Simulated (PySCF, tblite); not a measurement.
# C₃H₁₃NOSi₃: geometry, infrared bands and NMR shifts

Aim: predict the infrared bands and NMR shifts of C₃H₁₃NOSi₃ (`C=CC[Si@H](O)N[SiH2][SiH3]`).

The runs use tblite 0.8.0 and PySCF 2.14.0, with density-fitted response routines of our own; the level of theory stands in each step. All values are computed, except where a source is named. Atoms are numbered from 0 throughout.

## 1. The starting structure

21 atoms, charge 0, multiplicity 1; geometry from: force field or distance geometry start.

Bonds of the start (Å): C0–C1 1.34, C1–C2 1.49, C2–Si3 1.88, Si3–O4 1.66, Si3–N5 1.70, N5–Si6 1.69, Si6–Si7 2.32, C0–H8 1.08, C0–H9 1.08, C1–H10 1.10, C2–H11 1.11, C2–H12 1.09, Si3–H13 1.47, O4–H14 0.96, N5–H15 1.03, Si6–H16 1.49, Si6–H17 1.48, Si7–H18 1.50, Si7–H19 1.49, Si7–H20 1.49.

## 2. Optimising the geometry with GFN2-xTB

Job settings and geometry (Å):

```
{"job": {"kind": "relax", "xc": "GFN2-xTB", "basis": "xTB"}, "charge": 0, "multiplicity": 1}
C      2.604500    -0.526400    -2.120700
C      1.531900    -0.525900    -1.309500
C      0.428300     0.477000    -1.352400
Si     0.156700     1.480500     0.212800
O      1.495200     2.367400     0.618800
N     -0.003600     0.527500     1.614100
Si    -1.582100    -0.028700     1.873600
Si    -2.303000    -1.844000     0.630500
H      2.725800     0.228400    -2.888800
H      3.360800    -1.287400    -2.034500
H      1.455500    -1.322900    -0.555200
H     -0.510700    -0.048900    -1.606800
H      0.589800     1.193800    -2.161500
H     -0.983800     2.395800     0.093000
H      2.315100     1.864600     0.665000
H      0.246100     1.128700     2.411900
H     -1.592200    -0.424600     3.308400
H     -2.526300     1.103300     1.772400
H     -3.651400    -2.300100     1.089400
H     -1.349100    -2.984100     0.740100
H     -2.416500    -1.457000    -0.803900
```

Run with:

```sh
OMP_NUM_THREADS=1 python probes_run.py task.json out
```

One launch serves the whole session: the jobs run in the order shown.

**Question.** This job is followed by: GFN2-xTB harmonic vibrations, gas phase; GIAO PBE0/pcSseg-1 NMR shielding, non-relativistic, gas phase. What will the session give for the following? strongest single infrared mode (GFN2-xTB); zero-point energy (GFN2-xTB); 13C shifts against TMS (PBE0/pcSseg-1); 1H shifts against TMS (PBE0/pcSseg-1, means over atoms taken as alike); 29Si shifts against TMS (PBE0/pcSseg-1); 17O shifts against H2O (PBE0/pcSseg-1); 15N shifts against NH3 (PBE0/pcSseg-1).

The runs gave:

| quantity | value |
| --- | --- |
| strongest single infrared mode (GFN2-xTB) | 728 cm⁻¹, 516 km/mol |
| zero-point energy (GFN2-xTB) | 92.5 kcal/mol |
| 13C shifts against TMS (PBE0/pcSseg-1) | 144.7, 118.0, 28.5 ppm |
| 1H shifts against TMS (PBE0/pcSseg-1, means over atoms taken as alike) | 6.39, 5.27, 5.23, 5.15, 5.03, 5.01, 3.53, 2.68, 1.91, 1.58, -0.01 ppm |
| 29Si shifts against TMS (PBE0/pcSseg-1) | -23.8, -57.0, -119.9 ppm |
| 17O shifts against H2O (PBE0/pcSseg-1) | 35.2 ppm |
| 15N shifts against NH3 (PBE0/pcSseg-1) | 17.3 ppm |

In words: Relaxing lowered the energy by 0.553 eV in 119 steps; the close pair that moved most is N5–Si6, from 1.694 to 1.741 Å. The lowest mode is imaginary (27i cm⁻¹), so the xTB geometry is not a minimum. The strongest single mode, at 728 cm⁻¹, is spread over many atoms; the largest shares are those of H16, C2. GFN2-xTB is a fitted tight-binding method: band positions and strengths are rough. Its intensities can rank the bands wrongly. At PBE0/pcSseg-1: The largest span, 245 ppm, is at C1, where the paramagnetic term is -217 ppm.
